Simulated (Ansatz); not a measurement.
**C₂H₆Cl₂O₂Si: up Jacob's ladder to CCSD(T)**

The task here is to estimate one member of a computed series from the others.

Program: Ansatz 0.2.0, Gaussian basis. Level of theory: functionals in def2-TZVPP, the program's frozen cores in correlated methods. These are calculated values, not measurements.

Plan: LDA (SPW92), PBE-D4, revPBE-D4, BLYP-D4, r2SCAN-D4, B97M-V, PBE0-D4, B3LYP-D4, r2SCANh-D4, r2SCAN0-D4, HSE06-D4, BHLYP-D4, CAM-B3LYP-D4, LC-ωPBE, ωB97X-V, ωB97M-V, B2PLYP, PBE-QIDH; CCSD(T)/def2-SVP; MP2/def2-TZVPP; MP2/def2-QZVPP; RPA on PBE.

**The relaxed structure**

An earlier PBE0-D4 in a triple-zeta def2 set relaxation fixed the geometry.

SMILES `CO[Si](Cl)(Cl)OC`, 13 atoms, charge 0, spin multiplicity 1.

Atoms are counted from 1 here; the program's logs count them from 0.

Bond lengths: C1–O2 1.414 Å, C1–H8 1.090 Å, C1–H9 1.094 Å, C1–H10 1.094 Å, O2–Si3 1.614 Å, Si3–Cl4 2.046 Å, Si3–Cl5 2.028 Å, Si3–O6 1.607 Å, O6–C7 1.416 Å, C7–H11 1.090 Å, C7–H12 1.094 Å, C7–H13 1.093 Å. Angles: O2–C1–H8 107.8°, O2–C1–H9 110.8°, O2–C1–H10 111.0°, H8–C1–H9 109.0°, H8–C1–H10 109.1°, H9–C1–H10 109.1°, C1–O2–Si3 126.5°, O2–Si3–Cl4 108.9°, O2–Si3–Cl5 111.4°, O2–Si3–O6 109.7°, Cl4–Si3–Cl5 108.4°, Cl4–Si3–O6 110.9°, Cl5–Si3–O6 107.6°, Si3–O6–C7 125.4°, O6–C7–H11 107.6°, O6–C7–H12 111.0°, O6–C7–H13 110.8°, H11–C7–H12 109.0° and more.

Set-up of the first run:

in.yaml

```yaml
crystal:
  periodic: [false, false, false]
  atoms:
    - {symbol: C, position_ang: [1.010202, -0.515426, -2.035920]}
    - {symbol: O, position_ang: [0.777511, -0.210710, -0.675153]}
    - {symbol: Si, position_ang: [-0.318813, 0.823450, -0.097719]}
    - {symbol: Cl, position_ang: [-2.167150, 0.284808, -0.791320]}
    - {symbol: Cl, position_ang: [0.063832, 2.720988, -0.703767]}
    - {symbol: O, position_ang: [-0.282113, 0.811083, 1.509299]}
    - {symbol: C, position_ang: [-0.528947, -0.319269, 2.326143]}
    - {symbol: H, position_ang: [1.779919, -1.285997, -2.077343]}
    - {symbol: H, position_ang: [1.361031, 0.367538, -2.577490]}
    - {symbol: H, position_ang: [0.101544, -0.891828, -2.514286]}
    - {symbol: H, position_ang: [-0.465140, 0.004588, 3.364708]}
    - {symbol: H, position_ang: [-1.527497, -0.725219, 2.140798]}
    - {symbol: H, position_ang: [0.215920, -1.098807, 2.146949]}
basis:
  gaussian: {orbitals: def2-TZVPP}
hamiltonian: {xc: lda}
output: {orbitals: {seedname: orbitals}}
```

Launch:

```
$ ansatz run in.yaml --threads 4 --pin off --events-out ev --progress --plain --max-ram 11315MiB
```

Among the steps run: LDA; PBE-D4 (GGA); revPBE-D4 (GGA); BLYP-D4 (GGA); r2SCAN-D4 (meta-GGA); B97M-V (meta-GGA); PBE0-D4 (hybrid); B3LYP-D4 (hybrid); r2SCANh-D4 (hybrid); r2SCAN0-D4 (hybrid); HSE06-D4 (hybrid); BHLYP-D4 (hybrid); CAM-B3LYP-D4 (range-separated); LC-ωPBE (range-separated); ωB97X-V (range-separated); ωB97M-V (range-separated); B2PLYP (double hybrid); PBE-QIDH (double hybrid).

One table of the session follows, with a row left open; its other results are not shown here.

It belongs to the step «Frontier levels by functional». 

```
  functional  HOMO (eV)  LUMO (eV)  gap (eV)
 LDA (SPW92)      -7.33      -0.53      6.80
      PBE-D4      -7.18      -0.24      6.95
   revPBE-D4      -7.13      -0.10      7.03
     BLYP-D4      -7.07      -0.13      6.95
   r2SCAN-D4      -7.55       0.24      7.79
      B97M-V          ?          ?         ?
     PBE0-D4      -8.77       0.81      9.58
    B3LYP-D4      -8.50       0.53      9.03
  r2SCANh-D4      -8.14       0.59      8.73
  r2SCAN0-D4      -9.02       1.11     10.13
    HSE06-D4      -8.36       0.43      8.79
    BHLYP-D4     -10.22       1.78     11.99
CAM-B3LYP-D4     -10.20       1.84     12.04
     LC-ωPBE     -11.59       3.18     14.77
     ωB97X-V     -11.24       2.97     14.21
     ωB97M-V     -11.12       2.62     13.74
```

Q: Estimate the row for B97M-V from the others.

As computed: HOMO (eV): -7.66; LUMO (eV): 0.21; gap (eV): 7.87. In the column «HOMO (eV)» it lies between r2SCANh-D4 (-8.14) and r2SCAN-D4 (-7.55).
